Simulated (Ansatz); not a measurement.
# K4CuPb: the cost of one run

Method: DFT PBE, scalar-relativistic, plane waves, PAW, in Ansatz 0.2.0.

## 1. The starting structure

Symmetry: F-43m, No. 216, cubic system. Conventional cell: a = 10.043 Å, b = 10.043 Å, c = 10.043 Å, α = 90.00°, β = 90.00°, γ = 90.00°. Around K (site symmetry 3m) lie 6 K at 3.54 to 3.56 Å. Cu (site symmetry -43m) is surrounded by 12 K at 4.16 Å and 4 Pb at 4.35 Å. Pb (site symmetry -43m) is surrounded by 12 K at 4.16 Å and 4 Cu at 4.35 Å.

Structure file:

```
CELL_PARAMETERS angstrom
0.00000 5.02143 5.02143
5.02143 0.00000 5.02143
5.02143 5.02143 0.00000
ATOMIC_POSITIONS crystal
K 0.62520 0.62520 0.12439
K 0.62520 0.12439 0.62520
K 0.12439 0.62520 0.62520
K 0.62520 0.62520 0.62520
Cu 0.00000 0.00000 0.00000
Pb 0.25000 0.25000 0.25000
```

The cell was relaxed beforehand at this level, from a database cell with other species swapped in; it needn't be the stable form of this composition. At a tolerance of 0.05 Å it has space group F-43m (No. 216); it has 42.20 Å³/atom, an uncorrected energy of +0.50 eV/atom over the elements.

## 2. Electronic structure at the relaxed geometry

The input, input.yaml:

```yaml
crystal:
  lattice:
    - [0.0, 5.0214308158, 5.0214308158]
    - [5.0214308158, 0.0, 5.0214308158]
    - [5.0214308158, 5.0214308158, 0.0]
  atoms:
    - { symbol: K, position: [0.6252046871, 0.6252046871, 0.1243859387] }
    - { symbol: K, position: [0.6252046871, 0.1243859387, 0.6252046871] }
    - { symbol: K, position: [0.1243859387, 0.6252046871, 0.6252046871] }
    - { symbol: K, position: [0.6252046871, 0.6252046871, 0.6252046871] }
    - { symbol: Cu, position: [0.0, 0.0, 0.0] }
    - { symbol: Pb, position: [0.25, 0.25, 0.25] }
basis:
  ecutwfc: 420
kpoints:
  mp_grid: { grid: [8, 8, 8] }
  band_path:
    path:
      - [[0.0, 0.0, 0.0], [-0.5, -0.5, 0.0], [-0.375, -0.375, 0.25]]
      - [[-0.375, 0.0, 0.375], [0.0, 0.0, 0.0], [0.0, 0.0, 0.5], [-0.5, -0.25, 0.25], [-0.5, -0.5, 0.0]]
    npoints: 14
hamiltonian:
  xc: pbe
scf:
  occupations: { method: gaussian, width: 0.1 }
  n_extra_bands: 15
output:
  forces: true
  stress: true
  eigenvalues: true
  populations: true
  dos: { projected: true, de: 0.02, nscf_kmesh: { grid: [10, 10, 10] } }
  bader: true
  write_density: true
  write_potential: true
  elf: true
  volumetric_format: npy
```

The run is started by

```bash
$ ansatz run input.yaml --threads 1 --pin off --max-ram 2560MiB --backend cpu --events-out ev --progress --plain --runs-dir out
```

Q: Estimate wall time and peak memory on 1 thread of Arm Neoverse V1, shared host.

About 2.8 min, with a peak of 0.89 GiB.
